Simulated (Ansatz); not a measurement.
# CH₅BOSi: how energies converge with the basis set

An exercise on one series of results from a longer session: the logs are not shown, and one member is left open.

Computed with Ansatz 0.2.0, Gaussian basis. Level: one geometry, several basis sets.

The runs, in order: PBE0-D4/def2-SVP; ωB97M-V/def2-SVP; PBE0-D4/def2-QZVPP; ωB97M-V/def2-QZVPP; the functionals' def2-TZVPP values are taken from earlier runs.

### Structure used throughout

The geometry comes from an earlier relaxation with PBE0-D4 in a triple-zeta def2 set; it is a stationary point, not always the lowest conformer.

9 atoms, charge 0, spin multiplicity 1.

Atoms are counted from 1 here; the program's logs count them from 0.

Bond lengths: O1–C2 1.223 Å, C2–B3 1.533 Å, C2–H5 1.103 Å, B3–Si4 2.010 Å, B3–H6 1.195 Å, Si4–H7 1.493 Å, Si4–H8 1.488 Å, Si4–H9 1.487 Å. Angles: O1–C2–B3 97.6°, O1–C2–H5 122.0°, B3–C2–H5 140.3°, C2–B3–Si4 121.3°, C2–B3–H6 116.4°, Si4–B3–H6 121.8°, B3–Si4–H7 107.1°, B3–Si4–H8 112.8°, B3–Si4–H9 111.7°, H7–Si4–H8 108.2°, H7–Si4–H9 107.9°, H8–Si4–H9 109.0°.

Set-up of the first run:

The input, in.yaml:

```yaml
crystal:
  periodic: [false, false, false]
  atoms:
    - {symbol: O, position_ang: [1.059957, 1.660630, -0.887410]}
    - {symbol: C, position_ang: [0.382859, 0.824095, -1.467684]}
    - {symbol: B, position_ang: [-0.549870, 0.473832, -0.302071]}
    - {symbol: Si, position_ang: [-0.033940, -0.896989, 1.073890]}
    - {symbol: H, position_ang: [0.558734, 0.558867, -2.523881]}
    - {symbol: H, position_ang: [-1.528903, 1.149270, -0.182923]}
    - {symbol: H, position_ang: [-1.009056, -2.021219, 0.959655]}
    - {symbol: H, position_ang: [1.333026, -1.442572, 0.858313]}
    - {symbol: H, position_ang: [-0.124408, -0.352215, 2.455012]}
basis:
  gaussian: {orbitals: def2-SVP}
hamiltonian: {xc: pbe0, dispersion: d4}
output: {orbitals: {seedname: orbitals}}
```

Command:

```sh
ansatz run in.yaml --threads 2 --pin off --events-out ev --progress --plain --max-ram 4352MiB
```

Steps of the session up to this table: PBE0-D4 in def2-SVP; ωB97M-V in def2-SVP; PBE0-D4 in def2-QZVPP; ωB97M-V in def2-QZVPP.

One table of the session follows, with a row left open; its other results are not shown here.

It belongs to the step «Density functionals: the series». 

| functional | basis | HOMO (eV) | LUMO (eV) |
| --- | --- | --- | --- |
| PBE0-D4 | def2-SVP | -7.77 | -1.69 |
| PBE0-D4 | def2-TZVPP | -7.80 | -1.81 |
| PBE0-D4 | def2-QZVPP | -7.82 | -1.83 |
| ωB97M-V | def2-SVP | -10.05 | 0.39 |
| ωB97M-V | def2-TZVPP | -10.12 | 0.16 |
| ωB97M-V | def2-QZVPP | ? | ? |

**Question.** Estimate the row for ωB97M-V, def2-QZVPP.

As computed: HOMO (eV): -10.13; LUMO (eV): 0.09. In the column «HOMO (eV)» it is the lowest.
